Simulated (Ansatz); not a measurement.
# BaNiS2: the cost of one run

Computed with Ansatz 0.2.0 (DFT PBEsol+U (U_eff = 2 eV on Ni d), plane waves, PAW, unless a step's input says otherwise).

## Step 1: The structure to begin with

Symmetry: P4/nmm, No. 129, tetragonal system. The conventional cell has a = 4.430 Å, b = 4.430 Å, c = 8.893 Å, α = 90.00°, β = 90.00°, γ = 90.00°. Around Ba (site symmetry 4mm) lie 9 S at 3.09 to 3.50 Å and 1 Ni at 3.48 Å. Ni (site symmetry 4mm) is surrounded by 5 S at 2.32 to 2.34 Å. S (site symmetry -4m2) is surrounded by 4 Ni at 2.34 Å. Around S (site symmetry 4mm) lie 1 Ni at 2.32 Å and 5 Ba at 3.09 to 3.16 Å.

Structure file:

```
Ba Ni S
1.0
     4.43000    0.00000    0.00000
     0.00000    4.43000    0.00000
     0.00000    0.00000    8.89300
Ba Ni S
2 2 4
Cartesian
  2.2150 0.0000 7.1571
  0.0000 2.2150 1.7359
  2.2150 0.0000 3.6773
  0.0000 2.2150 5.2157
  0.0000 0.0000 4.4465
  2.2150 2.2150 4.4465
  2.2150 0.0000 1.3589
  0.0000 2.2150 7.5341
```

## Step 2: Ferromagnetic start, free, symmetry kept, no search

input.yaml

```yaml
crystal:
  lattice:
    - [4.4299997, 0.0, 0.0]
    - [0.0, 4.4299997, 0.0]
    - [0.0, 0.0, 8.89299939]
  atoms:
    - { symbol: Ba, position: [0.5, 0.0, 0.8048] }
    - { symbol: Ba, position: [0.0, 0.5, 0.1952] }
    - { symbol: Ni, position: [0.5, 0.0, 0.4135], spin: 2.0 }
    - { symbol: Ni, position: [0.0, 0.5, 0.5865], spin: 2.0 }
    - { symbol: S, position: [0.0, 0.0, 0.5] }
    - { symbol: S, position: [0.5, 0.5, 0.5] }
    - { symbol: S, position: [0.5, 0.0, 0.1528] }
    - { symbol: S, position: [0.0, 0.5, 0.8472] }
basis:
  ecutwfc: 420
  ecutrho_ratio: 4
kpoints:
  mp_grid: { grid: [4, 4, 2] }
hamiltonian:
  xc: pbesol
  hubbard:
    sites: [{ site: 2, l: d, u_eff: 2.0 }, { site: 3, l: d, u_eff: 2.0 }]
scf:
  occupations: { method: gaussian, width: 0.05 }
  lower_state_search: "off"
  max_iter: 150
output:
  forces: true
  stress: true
  eigenvalues: true
  populations: true
  hubbard: { sites: [{ site: 2, l: d }, { site: 3, l: d }] }
magnetization:
  spin_polarized: true
```

Run with:

```bash
> ansatz run input.yaml --threads 4 --pin off --max-ram 6144MiB --backend cpu --events-out ev --progress --plain --runs-dir out
```

Q: Estimate wall time and peak memory on 4 threads of Arm Neoverse V2, shared host.

About 6.5 s, with a peak of 0.72 GiB.
